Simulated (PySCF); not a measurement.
# [TaCl4]+: how settings move a single point

Aim: repeat the single point on relaxed [TaCl4]+ with altered settings, some of them bad on purpose. The species was built from a template and needn't be a known compound.

Program: PySCF 2.14.0. Level of theory: PBE0, Ta def2-SVP with ECP60, Cl def2-SVP; scalar-relativistic core potentials, no spin–orbit coupling. These are calculated values, not measurements.

3 further runs of the same task are left out: 2 for a known fault of the program, 1 that didn't finish.

**1. Where the work starts**

5 atoms, charge 1, spin multiplicity 1.

Bond lengths: Ta1–Cl2 2.220 Å, Ta1–Cl3 2.220 Å, Ta1–Cl4 2.220 Å, Ta1–Cl5 2.220 Å. Angles: Cl2–Ta1–Cl3 109.5°, Cl2–Ta1–Cl4 109.5°, Cl2–Ta1–Cl5 109.5°, Cl3–Ta1–Cl4 109.5°, Cl3–Ta1–Cl5 109.5°, Cl4–Ta1–Cl5 109.5°.

As a file:

```
Ta    0.0000    0.0000    0.0000
Cl    1.2817    1.2817    1.2817
Cl   -1.2817   -1.2817    1.2817
Cl    1.2817   -1.2817   -1.2817
Cl   -1.2817    1.2817   -1.2817
```

Formal oxidation states: Ta +5. An earlier session relaxed this geometry at PBE0, Ta def2-SVP with ECP60, Cl def2-SVP (singlet, point group Td).

The sound run used a (50, 194) grid (finer on f atoms), a threshold of 1e-8 and at most 55 cycles, and ended at -1896.590445 Eh.

**2. Try 1**

run.py (the lines that set the calculation) reads:

```python
mol = gto.M(atom='''
Ta     0.00000     0.00000     0.00000
Cl     1.28174     1.28174     1.28174
Cl    -1.28174    -1.28174     1.28174
Cl     1.28174    -1.28174    -1.28174
Cl    -1.28174     1.28174    -1.28174''',
    basis={'Ta': 'def2-SVP', 'Cl': 'def2-SVP'},
    ecp={'Ta': 'def2-SVP'},
    charge=1, spin=0)
mf = dft.RKS(mol, xc='PBE0')
mf.grids.atom_grid = (99, 590)
mf = mf.density_fit()  # fitting sets: Ta def2-universal-JKFIT, Cl def2-universal-JKFIT
mf.conv_tol = 1e-08; mf.max_cycle = 55
mf.kernel(dm0)  # dm0: free metal ions and neutral atoms
```

Command:

```sh
OMP_NUM_THREADS=2 python run.py
```

Standard output:

```text
init E= -1898.02315693189
  HOMO = -0.585784505694115  LUMO = -0.358961194934115  gap/eV = 6.17218
cycle= 1 E= -1896.55379702134  delta_E= 1.47  |g|= 0.367  |ddm|= 2.99
  HOMO = -0.546371179781005  LUMO = -0.370631386920636  gap/eV = 4.78212
cycle= 2 E= -1896.41088609001  delta_E= 0.143  |g|= 0.851  |ddm|= 1.05
  HOMO = -0.553372536893654  LUMO = -0.313590801765625  gap/eV = 6.52479
cycle= 3 E= -1896.58375224629  delta_E= -0.173  |g|= 0.154  |ddm|= 0.85
  HOMO = -0.563017938092949  LUMO = -0.330635264016328  gap/eV = 6.32345
cycle= 4 E= -1896.59011627799  delta_E= -0.00636  |g|= 0.0204  |ddm|= 0.16
  HOMO = -0.562324378873373  LUMO = -0.327893428019638  gap/eV = 6.37919
cycle= 5 E= -1896.5902340927  delta_E= -0.000118  |g|= 0.00081  |ddm|= 0.0214
  HOMO = -0.562453270868443  LUMO = -0.328038432334764  gap/eV = 6.37875
cycle= 6 E= -1896.59023427381  delta_E= -1.81e-07  |g|= 0.000379  |ddm|= 0.00154
  HOMO = -0.562432063047802  LUMO = -0.32803275913785  gap/eV = 6.37833
cycle= 7 E= -1896.59023431376  delta_E= -4e-08  |g|= 2.54e-05  |ddm|= 0.000407
  HOMO = -0.562433079857346  LUMO = -0.328034334346991  gap/eV = 6.37831
cycle= 8 E= -1896.59023431408  delta_E= -3.18e-10  |g|= 3.82e-06  |ddm|= 6.04e-05
  HOMO = -0.562432896456403  LUMO = -0.328032918467835  gap/eV = 6.37835
Extra cycle  E= -1896.59023431406  delta_E= 1.23e-11  |g|= 1.06e-05  |ddm|= 1.32e-05
converged SCF energy = -1896.59023431406
```

Wall time 14 s (2 threads of Arm Neoverse V2, shared host).

Changed: the integration grid, to (99, 590). It converges in 8 cycles, +0.006 eV from the sound run, with a largest force component of 0.01 eV/Å. The result survives the change.

**3. Try 2**

Changes to run.py (the lines that set the calculation) since step 2:

```diff
@@ -10,5 +10,5 @@
 mf = dft.RKS(mol, xc='PBE0')
-mf.grids.atom_grid = (99, 590)
+mf.grids.atom_grid = (50, 194)
 mf = mf.density_fit()  # fitting sets: Ta def2-universal-JKFIT, Cl def2-universal-JKFIT
 mf.conv_tol = 1e-08; mf.max_cycle = 55
-mf.kernel(dm0)  # dm0: free metal ions and neutral atoms
+mf.kernel(dm0)  # dm0: smeared density
```

Command:

```sh
OMP_NUM_THREADS=2 python run.py
```

Standard output:

```text
init E= -1896.55425866866
  HOMO = -0.56182945811713  LUMO = -0.326220131053688  gap/eV = 6.41126
cycle= 1 E= -1896.5897551071  delta_E= -0.0355  |g|= 0.0502  |ddm|= 0.0969
  HOMO = -0.562475477810251  LUMO = -0.338771765958677  gap/eV = 6.08729
cycle= 2 E= -1896.58522534894  delta_E= 0.00453  |g|= 0.14  |ddm|= 0.178
  HOMO = -0.562402425286562  LUMO = -0.328237855534824  gap/eV = 6.37194
cycle= 3 E= -1896.59044351831  delta_E= -0.00522  |g|= 0.00252  |ddm|= 0.13
  HOMO = -0.562447312810196  LUMO = -0.328104860282107  gap/eV = 6.37678
cycle= 4 E= -1896.59044512626  delta_E= -1.61e-06  |g|= 0.000282  |ddm|= 0.00294
  HOMO = -0.562401306723197  LUMO = -0.328024246632783  gap/eV = 6.37772
cycle= 5 E= -1896.59044515672  delta_E= -3.05e-08  |g|= 9.4e-05  |ddm|= 0.000485
  HOMO = -0.562414867660516  LUMO = -0.328035264991612  gap/eV = 6.37779
cycle= 6 E= -1896.59044515956  delta_E= -2.84e-09  |g|= 2.77e-05  |ddm|= 0.000149
  HOMO = -0.562414778387183  LUMO = -0.328042788626503  gap/eV = 6.37759
Extra cycle  E= -1896.59044515833  delta_E= 1.24e-09  |g|= 7.33e-05  |ddm|= 9.73e-05
converged SCF energy = -1896.59044515833
```

It took 3.4 s on 2 threads of Arm Neoverse V2, shared host.

Changed: the starting guess (smeared density). It converges in 6 cycles, at the sound run's energy within 0.001 eV, with a largest force component of 0.00 eV/Å. The result survives the change.

**4. Try 3**

Changes to run.py (the lines that set the calculation) since step 3:

```diff
@@ -8,3 +8,3 @@
     ecp={'Ta': 'def2-SVP'},
-    charge=1, spin=0)
+    charge=6, spin=0)
 mf = dft.RKS(mol, xc='PBE0')
@@ -12,3 +12,3 @@
 mf = mf.density_fit()  # fitting sets: Ta def2-universal-JKFIT, Cl def2-universal-JKFIT
-mf.conv_tol = 1e-08; mf.max_cycle = 55
-mf.kernel(dm0)  # dm0: smeared density
+mf.conv_tol = 1e-08; mf.max_cycle = 89
+mf.kernel(dm0)  # dm0: free metal ions and neutral atoms
```

Command:

```sh
OMP_NUM_THREADS=2 python run.py
```

Standard output:

```text
RuntimeError: Electron number 75 and spin 0 are not consistent
Note mol.spin = 2S = Nalpha - Nbeta, not 2S+1
```

Hardware: 2 threads of Arm Neoverse V2, shared host.

Changed: the charge (by +5); the cycle limit is 89. The program refuses it: the number of electrons and the spin don't fit.

**5. Try 4**

Changes to run.py (the lines that set the calculation) since step 4:

```diff
@@ -8,3 +8,3 @@
     ecp={'Ta': 'def2-SVP'},
-    charge=6, spin=0)
+    charge=1, spin=0)
 mf = dft.RKS(mol, xc='PBE0')
@@ -12,3 +12,3 @@
 mf = mf.density_fit()  # fitting sets: Ta def2-universal-JKFIT, Cl def2-universal-JKFIT
-mf.conv_tol = 1e-08; mf.max_cycle = 89
+mf.conv_tol = 1e-05; mf.max_cycle = 55
 mf.kernel(dm0)  # dm0: free metal ions and neutral atoms
```

Command:

```sh
OMP_NUM_THREADS=2 python run.py
```

Standard output:

```text
init E= -1898.02340261531
  HOMO = -0.585762906350091  LUMO = -0.358972049938181  gap/eV = 6.17129
cycle= 1 E= -1896.55402254769  delta_E= 1.47  |g|= 0.367  |ddm|= 2.99
  HOMO = -0.546353416378325  LUMO = -0.370613909268117  gap/eV = 4.78212
cycle= 2 E= -1896.4112292148  delta_E= 0.143  |g|= 0.85  |ddm|= 1.05
  HOMO = -0.553355952271363  LUMO = -0.313593281860547  gap/eV = 6.52427
cycle= 3 E= -1896.58396139454  delta_E= -0.173  |g|= 0.154  |ddm|= 0.85
  HOMO = -0.562999321221565  LUMO = -0.330637372423626  gap/eV = 6.32289
cycle= 4 E= -1896.59032717848  delta_E= -0.00637  |g|= 0.0204  |ddm|= 0.16
  HOMO = -0.562306245641399  LUMO = -0.327896690211685  gap/eV = 6.37861
cycle= 5 E= -1896.59044493821  delta_E= -0.000118  |g|= 0.00081  |ddm|= 0.0214
  HOMO = -0.562435223733406  LUMO = -0.328041740842472  gap/eV = 6.37817
cycle= 6 E= -1896.59044511946  delta_E= -1.81e-07  |g|= 0.00038  |ddm|= 0.00155
  HOMO = -0.562403699479621  LUMO = -0.328095869913916  gap/eV = 6.37584
Extra cycle  E= -1896.59044493012  delta_E= 1.89e-07  |g|= 0.000922  |ddm|= 0.00121
converged SCF energy = -1896.59044493012
```

Wall time 3.4 s (2 threads of Arm Neoverse V2, shared host).

Changed: the SCF threshold (1e-05). It converges in 6 cycles, at the sound run's energy within 0.001 eV, with a largest force component of 0.00 eV/Å. The result survives the change.

**6. Results**

| run | changed | ending | energy change (eV) | cycles | time | usable |
| --- | --- | --- | --- | --- | --- | --- |
| 1 | the integration grid | converged | +0.006 | 8 | 14 s | yes |
| 2 | the starting guess | converged | 0.000 | 6 | 3.4 s | yes |
| 3 | the charge | refused | – | – | 0 s | no |
| 4 | the SCF threshold | converged | 0.000 | 6 | 3.4 s | yes |

3 of 4 altered runs give a usable result. 
